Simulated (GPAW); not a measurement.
Wanted: an ASE script for a GPAW 26.7.0 run.

```
Task                : band structure
Functional          : LDA
Potentials or basis : the program's PAW data sets (release 1.2.1) made for this functional
Cutoff              : 800 eV
Basis               : pw
k mesh              : 3 × 3 × 3
Occupations         : fermi-dirac, width 0.05 eV
Spin                : collinear spin, ferromagnetic start
Starting moments    : [0.0, 0.0, 2.0, 2.0, 2.0, 0.0, 0.0, 0.0, 0.0, 0.0, 0.0, 0.0, 0.0, 0.0, 0.0, 0.0, 0.0, 0.0, 0.0, 0.0, 0.0, 0.0] μB
Ranks               : 8
Maxiter             : 150
Band path           : GMKGALHA,LM,KH
Band points         : 60
```

Crystal: Ba2Tl5V3O12.

```
CELL_PARAMETERS angstrom
8.15421 0.00000 0.00000
-4.07711 7.06176 0.00000
0.00000 0.00000 6.92128
ATOMIC_POSITIONS crystal
Ba 0.00000 0.00000 0.23552
Ba 0.00000 0.00000 0.76448
V 0.50000 0.00000 0.00000
V 0.00000 0.50000 0.00000
V 0.50000 0.50000 0.00000
Tl 0.50000 0.00000 0.50000
Tl 0.00000 0.50000 0.50000
Tl 0.50000 0.50000 0.50000
Tl 0.33333 0.66667 0.22489
Tl 0.66667 0.33333 0.77511
O 0.33890 0.34334 0.81444
O 0.65666 0.99556 0.81444
O 0.00444 0.66110 0.81444
O 0.34334 0.33890 0.18556
O 0.99556 0.65666 0.18556
O 0.66110 0.00444 0.18556
O 0.66110 0.65666 0.18556
O 0.34334 0.00444 0.18556
O 0.99556 0.33890 0.18556
O 0.65666 0.66110 0.81444
O 0.00444 0.34334 0.81444
O 0.33890 0.99556 0.81444
```

The cell was built by a generator and needn't be a form met in nature.

The input as run:

run.py

```python
from ase import Atoms
from ase.dft.bandgap import bandgap
from ase.io import write
from ase.units import GPa
from ase.parallel import parprint
from gpaw import GPAW, PW

atoms = Atoms(['Ba', 'Ba', 'V', 'V', 'V', 'Tl', 'Tl', 'Tl', 'Tl', 'Tl', 'O', 'O', 'O', 'O', 'O', 'O', 'O', 'O', 'O', 'O', 'O', 'O'],
              cell=[[8.1542142777, 0.0, 0.0],
                    [-4.0771071389, 7.0617567124, 0.0],
                    [0.0, 0.0, 6.92128]],
              scaled_positions=[[0.0, 0.0, 0.23552],
                                [0.0, 0.0, 0.76448],
                                [0.5, 0.0, 0.0],
                                [0.0, 0.5, 0.0],
                                [0.5, 0.5, 0.0],
                                [0.5, 0.0, 0.5],
                                [0.0, 0.5, 0.5],
                                [0.5, 0.5, 0.5],
                                [0.3333333333, 0.6666666667, 0.22489],
                                [0.6666666667, 0.3333333333, 0.77511],
                                [0.3389, 0.34334, 0.81444],
                                [0.65666, 0.99556, 0.81444],
                                [0.00444, 0.6611, 0.81444],
                                [0.34334, 0.3389, 0.18556],
                                [0.99556, 0.65666, 0.18556],
                                [0.6611, 0.00444, 0.18556],
                                [0.6611, 0.65666, 0.18556],
                                [0.34334, 0.00444, 0.18556],
                                [0.99556, 0.3389, 0.18556],
                                [0.65666, 0.6611, 0.81444],
                                [0.00444, 0.34334, 0.81444],
                                [0.3389, 0.99556, 0.81444]],
              pbc=True)
atoms.set_initial_magnetic_moments([0.0, 0.0, 2.0, 2.0, 2.0, 0.0, 0.0, 0.0, 0.0, 0.0, 0.0, 0.0, 0.0, 0.0, 0.0, 0.0, 0.0, 0.0, 0.0, 0.0, 0.0, 0.0])

calc = GPAW(mode=PW(800),
            xc='LDA',
            kpts={'size': (3, 3, 3), 'gamma': True},
            occupations={'name': 'fermi-dirac', 'width': 0.05},
            nbands=153,
            convergence={'density': 1e-05, 'energy': 1e-05},
            maxiter=150,
            txt='gpaw.txt')
atoms.calc = calc
energy = atoms.get_potential_energy()
forces = atoms.get_forces()
stress = atoms.get_stress()
calc.write('gs.gpw')
write('result.traj', atoms)
parprint(f'Energy: {energy:.6f} eV')
parprint('Forces (eV/A):')
parprint(forces.round(4))
parprint('Stress (GPa):', (stress / GPa).round(3))
parprint('Moments:', calc.get_magnetic_moments().round(3))
parprint('Fermi level:', round(calc.get_fermi_level(), 4), 'eV')
parprint(f'Gap: {bandgap(calc)[0]:.4f} eV, direct: {bandgap(calc, direct=True)[0]:.4f} eV')

path = atoms.cell.bandpath('GMKGALHA,LM,KH', npoints=60, eps=1e-4)
bs_calc = calc.fixed_density(kpts=path, symmetry='off', nbands=226,
                             convergence={'bands': 'CBM+6.0', 'eigenstates': 1e-6}, txt='bands.txt')
bs = bs_calc.band_structure()
bs.write('bs.json')
parprint(f'Gap on the path: {bandgap(bs_calc)[0]:.4f} eV')
```

Potentials or basis: the program's PAW data sets (release 1.2.1) made for this functional, pw.

Run with:

```console
$ OMP_NUM_THREADS=1 mpirun -n 8 gpaw python run.py
```

It gave:

```json
{
 "Pressure": "-7.1 GPa",
 "Largest force": "0.511 eV/Å",
 "Band gap along the path": "none (metal or under the smearing width)",
 "Net moment": "0.00 μB per cell"
}
```

Caveat: spin-orbit coupling is left out, which moves the levels of the heavy elements; semilocal functionals often make such compounds metallic where correlation or magnetic order opens a gap, which also shifts bond lengths.

Run time: 30 min on 8 MPI ranks on Intel(R) Xeon(R) Platinum 8375C CPU @ 2.90GHz (Ice Lake), on a shared host, peak memory 2.4 GiB a rank.
